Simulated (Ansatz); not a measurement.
# TiW: how the settings move a single-point run

Aim: see which settings change the result for TiW, by how much, and at what cost.

Program: Ansatz 0.2.0. Level of theory: reference: DFT, LDA, PAW with Ansatz's default frozen-core files, scalar-relativistic. These are calculated values, not measurements.

1 further run of the same task is left out (it didn't finish).

### Step 1. The structure to begin with

The structure is monoclinic, space group Cm (No. 8). The conventional cell has a = 3.187 Å, b = 4.509 Å, c = 4.468 Å, α = 90.00°, β = 90.00°, γ = 90.00°. Ti (site symmetry m) is surrounded by 1 W at 1.76 Å. W (site symmetry m) has 1 Ti at 1.76 Å as nearest neighbours.

As a file:

```xyz
2
Lattice="1.5937 -2.2546 0.0000 1.5937 2.2546 0.0000 0.0000 0.0000 4.4681" Properties=species:S:1:pos:R:3 pbc="T T T"
Ti   -0.2869    0.0000   -0.4021
W     1.8806    0.0000    2.6362
```

### Step 2. Reference

Input file input.yaml:

```yaml
crystal:
  lattice:
    - [1.59372522, -2.2546343387, 0.0]
    - [1.59372522, 2.2546343387, 0.0]
    - [0.0, 0.0, 4.4681168022]
  atoms:
    - { symbol: Ti, position: [-0.09, -0.09, -0.09] }
    - { symbol: W, position: [0.59, 0.59, 0.59] }
kpoints:
  mp_grid: { grid: [11, 11, 7] }
scf:
  occupations: { method: fermi_dirac, width: 0.05 }
hamiltonian:
  xc: lda
  pseudopotentials: { kind: paw, partial_waves: polarizable }
output:
  forces: true
  stress: true
  eigenvalues: true
```

On the command line:

```console
ansatz run input.yaml --threads 1 --pin off --max-ram 2048MiB --backend cpu --events-out ev --progress --plain --runs-dir out
```

### Step 3. Changing settings: chi_scale 0.3

input.yaml, as its differences from that of step 2:

```diff
@@ -12,2 +12,3 @@
   occupations: { method: fermi_dirac, width: 0.05 }
+  initial_density: { chi_scale: 0.3 }
 hamiltonian:
@@ -19 +20,5 @@
   eigenvalues: true
+  write_density: true
+  write_potential: true
+  elf: true
+  volumetric_format: npy
```

What does the calculation give? Wanted: for each run, ending; energy change; pressure; gap; force.

The runs gave:

```
             run     ending  energy change  pressure (GPa)  gap (eV)  force (eV/Å)  cycles   time
       reference  converged              0            56.6      0.00         16.41       7  9.9 s
1: chi_scale 0.3  converged   0.0 meV/atom            56.6      0.00         16.41      11   19 s
```

Times don't compare one to one where runs were asked for different outputs or read a saved state (see the inputs); cycles may leave out searches for a lower state.

Residual by cycle in the longest SCF loop of each run; runs are numbered as in the table. The quantity is the density residual dr2, in eV.

```
cycle  reference   run 1
    1      0.237     213
    2      0.101     118
    3    0.00943    21.6
    4     4.1e-4    1.45
    5     1.4e-5   0.994
    6     8.2e-7   0.166
    7     7.6e-8  0.0133
    8          -  2.1e-5
    9          -  6.8e-6
   10          -  2.2e-7
   11          -  5.3e-9
```

**Reading.** With the changed start the energy agrees within 0.5 meV/atom. The structure is not at rest: the sound run finds 57 GPa, so these are no properties of the relaxed crystal. 
